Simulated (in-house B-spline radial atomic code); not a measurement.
# Lu³⁺: ionisation energy by several methods

The task here is to estimate one member of a computed series from the others.

Method: scalar-relativistic (X2C), several functionals, spin-polarised; spherical all-electron atom at the radial basis limit. Code: in-house B-spline radial atomic code version 1.

## What is computed

* element: lutetium (Z = 71)
* charge: +3
* electrons: 68
* configuration: [Xe] 4f14
* nucleus: Fermi, rms radius 5.370 fm

The outer shells:

[Xe] 4f14
```
[Xe] core
4f [↑↓][↑↓][↑↓][↑↓][↑↓][↑↓][↑↓]
```

Where spins are not typed, each open shell is filled with up spins first.

The first run:

Input settings:

```ini
Z = 71
electrons = 68.0
configuration = [Xe] 4f14
hamiltonian = x2c
method = tpss,tpss
spin_polarised = True
nucleus = fermi
rms_radius = 5.37
mass_number = 175
atomic_mass = 174.940777211
speed_of_light = 137.035999084
```

Among the steps run: TPSS, a meta-GGA; exchange-only LDA; LDA (PW92); PW91, a GGA; M06-L, a meta-GGA; AM05, a GGA.

One of the session's tables, all rows but one given; the rest of the session is left out.

```
           method  ΔSCF (eV)
exchange-only LDA     44.907
       LDA (PW92)     46.816
             PW91     46.540
             AM05          ?
             TPSS     46.216
            M06-L     46.207
```

**Question.** Estimate the row for AM05.

As computed: ΔSCF (eV): 46.551. In the column «ΔSCF (eV)» it lies between PW91 (46.540) and LDA (PW92) (46.816).

Members of this set that are not shown: 12 used exact exchange with fractional occupations of an open shell, which is unsound here.
